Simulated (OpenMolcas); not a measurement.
# Cr²⁺ in NaF: CASSCF and CASPT2 levels and susceptibility

Aim: the ligand-field states of Cr²⁺ in this surrounding, its lowest levels with spin-orbit coupling and its magnetic susceptibility.

Program: OpenMolcas 26.06. Level of theory: state-averaged CASSCF and CASPT2, spin-orbit coupling by RASSI with atomic mean-field integrals. These are calculated values, not measurements, unless marked.

## 1. The system

- Species: Cr²⁺ (chromium, Z = 24, 22 electrons)
- Basis: ANO-RCC-VDZP [5s4p2d1f], 142 functions with the ligands
- Scalar Hamiltonian: DKH2, point nucleus
- Inactive shells: 1s 2s 2p 3s 3p of the metal, and all ligand shells
- Active space: 4 electrons in 5 orbitals (3d)
- Some configurations of this space: 3d⁴
- Orbitals: optimised for each spin and parity, averaged over all roots

The outer shells:

3d4
```
3d [↑ ][↑ ][↑ ][↑ ][  ]
```

Cr²⁺ is taken with its 6 nearest fluoride ions at 2.23 Å, on the cation site of NaF (a = 4.634 Å). The rest of the host is ab initio model potentials to 7.6 Å, with orthogonalisation functions on the cations behind the ligands, and point charges beyond; the distance is set by hand, nothing relaxes, and no local charge compensation is placed. Ligand basis ANO-RCC-VDZP.

```xyz
19

Cr    0.0000    0.0000    0.0000
F     2.2300    0.0000    0.0000
F     0.0000    2.2300    0.0000
F    -2.2300    0.0000    0.0000
F     0.0000   -2.2300    0.0000
F     0.0000    0.0000    2.2300
F     0.0000    0.0000   -2.2300
Na    0.0000    2.3170   -2.3170
Na    0.0000   -2.3170    2.3170
Na    0.0000    2.3170    2.3170
Na    0.0000   -2.3170   -2.3170
Na    2.3170   -2.3170    0.0000
Na   -2.3170    2.3170    0.0000
Na    2.3170    0.0000   -2.3170
Na   -2.3170    0.0000    2.3170
Na    2.3170    0.0000    2.3170
Na   -2.3170    0.0000   -2.3170
Na    2.3170    2.3170    0.0000
Na   -2.3170   -2.3170    0.0000
```

The work runs as a chain of OpenMolcas steps in one folder; each step below is one input file. Labels, J, g values, rates, χT and fits are worked out afterwards by a script from the matrices that RASSI stores.

## 2. Basis and integrals

The input, a.inp:

```
&GATEWAY
Basis set
Cr.ANO-RCC-VDZP.
Cr1 0.0 0.0 0.0 Angstrom
End of basis
Basis set
F.ANO-RCC-VDZP.
L1 2.230000 0.000000 0.000000 Angstrom
L2 0.000000 2.230000 0.000000 Angstrom
L3 0.000000 0.000000 2.230000 Angstrom
End of basis
Basis set
Na.EMB-AIMP.Seijo.6s3p.1s1p.ECP.NaF.
PseudoCharge
* 3 symmetry-unique lattice sites within 7.6 angstrom
End of basis
Basis set
Na.EMB-AIMP.Seijo.0s.0s.ECP.NaF.
PseudoCharge
* 36 symmetry-unique lattice sites within 7.6 angstrom
End of basis
Basis set
F.EMB-AIMP.Seijo.0s.0s.ECP.NaF.
PseudoCharge
* 31 symmetry-unique lattice sites within 7.6 angstrom
End of basis
Symmetry
XYZ
AngMom=0.0 0.0 0.0
AMFI
RICD
XField
1025 Angstrom 0
* Evjen-weighted lattice charges
&SEWARD
```

Started as:

```bash
OMP_NUM_THREADS=1 MOLCAS_MEM=2457 MOLCAS_PROJECT=a pymolcas a.inp > a.log
```

## 3. CASSCF: quintets, 5 roots

The input, a.inp:

```
&RASSCF
FileOrb=start.orb
Symmetry=1
Spin=5
nActEl=4 0 0
Inactive=18 21
Ras2=5 0
CIRoot=5 5 1
SDav=5
CIMx=300
Iter=150 100
PrWF=0.3
OrbListing=Nothing
MaxOrb=0
LevShft=1.0
>>> COPY $Project.JobIph JOB001
```

start.orb holds start orbitals that the driver prepared beforehand, or those of the step before.

## 4. Reference wave functions, triplets, 45 roots

The input, a.inp:

```
&RASSCF
FileOrb=start.orb
Symmetry=1
Spin=3
nActEl=4 0 0
Inactive=18 21
Ras2=5 0
CIRoot=45 45 1
SDav=45
CIMx=300
Iter=150 100
PrWF=0.3
OrbListing=Nothing
MaxOrb=0
LevShft=1.0
>>> COPY $Project.JobIph JOB002
```

## 5. Reference wave functions, singlets, 50 roots

The input, a.inp:

```
&RASSCF
FileOrb=start.orb
Symmetry=1
Spin=1
nActEl=4 0 0
Inactive=18 21
Ras2=5 0
CIRoot=50 50 1
SDav=50
CIMx=300
Iter=150 100
PrWF=0.3
OrbListing=Nothing
MaxOrb=0
LevShft=1.0
>>> COPY $Project.JobIph JOB003
```

## 6. State interaction with spin-orbit coupling

The input, a.inp:

```
&RASSI
NrOfJobIphs=3 5 45 50
1 2 3 4 5
1 2 3 4 5 6 7 8 9 10 11 12 13 14 15 16 17 18 19 20 21 22 23 24 25 26 27
28 29 30 31 32 33 34 35 36 37 38 39 40 41 42 43 44 45
1 2 3 4 5 6 7 8 9 10 11 12 13 14 15 16 17 18 19 20 21 22 23 24 25 26 27
28 29 30 31 32 33 34 35 36 37 38 39 40 41 42 43 44 45 46 47 48 49 50
IphNames
JOB001
JOB002
JOB003
EJob
SpinOrbit
DIPRint=1.0
SOCoupling=1000.0
Subsets=2
Property=9
'ANGMOM' 1 'ANGMOM' 2 'ANGMOM' 3 'MLTPL  1' 1 'MLTPL  1' 2 'MLTPL  1' 3
'AMFI' 1 'AMFI' 2 'AMFI' 3
SOProperty=3
'ANGMOM' 1 'ANGMOM' 2 'ANGMOM' 3
```

## 7. CASPT2: IPEA 0.25, imaginary shift 0.1 (closed shells correlated: 3s 3p of the metal, with ligand shells; the Frozen line counts the rest)

The input, a.inp:

```
>>> COPY JOB001 $Project.JobIph
&CASPT2
Multistate=5 1 2 3 4 5
NoMult
Frozen=5 6
IPEA=0.25
Imaginary=0.1
MaxIter=60
WThr=0.0 0.3 0.05
PrWF=0.5
NoMix
>>> COPY JOB002 $Project.JobIph
&CASPT2
Multistate=45 1 2 3 4 5 6 7 8 9 10 11 12 13 14 15 16 17 18 19 20 21 22
23 24 25 26 27 28 29 30 31 32 33 34 35 36 37 38 39 40 41 42 43 44 45
NoMult
Frozen=5 6
IPEA=0.25
Imaginary=0.1
MaxIter=60
WThr=0.0 0.3 0.05
PrWF=0.5
NoMix
>>> COPY JOB003 $Project.JobIph
&CASPT2
Multistate=50 1 2 3 4 5 6 7 8 9 10 11 12 13 14 15 16 17 18 19 20 21 22
23 24 25 26 27 28 29 30 31 32 33 34 35 36 37 38 39 40 41 42 43 44 45 46
47 48 49 50
NoMult
Frozen=5 6
IPEA=0.25
Imaginary=0.1
MaxIter=60
WThr=0.0 0.3 0.05
PrWF=0.5
NoMix
```

(Steps that only read results are left out.)

Before running it: what results should come out? Wanted: spin-free ground state; first state of the same spin within the active space; lowest level; next level.

**Answer**, as computed:

| quantity | value |
| --- | --- |
| method | SS-CASPT2, IPEA 0.25, imaginary shift 0.1 (closed shells correlated: 3s 3p of the metal, with ligand shells; the Frozen line counts the rest) |
| spin-free ground state | 5E, 2-fold in its orbital part |
| first state of the same spin within the active space | 5T2 at 8140 cm⁻¹ |
| lowest level | 1-fold A1 |
| next level | 5.9 cm⁻¹ |
| χT at 300 K | 2.95 cm³ K/mol |
| effective moment at 300 K | 4.86 μB |

Cost by method:

```csv
method,time of its own steps,time with the reference
A. CASSCF,45 s,45 s
"B. SS-CASPT2, IPEA 0.25, imaginary shift 0.1, +3s 3p",5.3 min,6 min
```

Times are of one thread on a shared host.

The spin-free ground state (5E) comes to 100 % from free-ion D terms and keeps the highest spin of the shell. χT at 300 K is 2.95, against 3.01 cm³ K/mol for the spin alone; near agreement at one temperature doesn't show that the orbital moment is quenched. An active space of the d shell alone favours high spin; real ions in strong fields can be low spin. A ligand-field fit to the states below 45000 cm-1 gives 10Dq = 8342 cm-1, B = 780 cm-1 and C = 3282 cm-1 (C/B = 4.21), with a deviation of 722 cm-1. CASPT2 does not keep the components of a term degenerate, and the means are used. An orbital doublet at a regular site is open to a Jahn-Teller distortion, which this geometry leaves out. With metal d orbitals alone active, the gaps between spin states are rough; where two lie within a few thousand cm-1, their order is open.
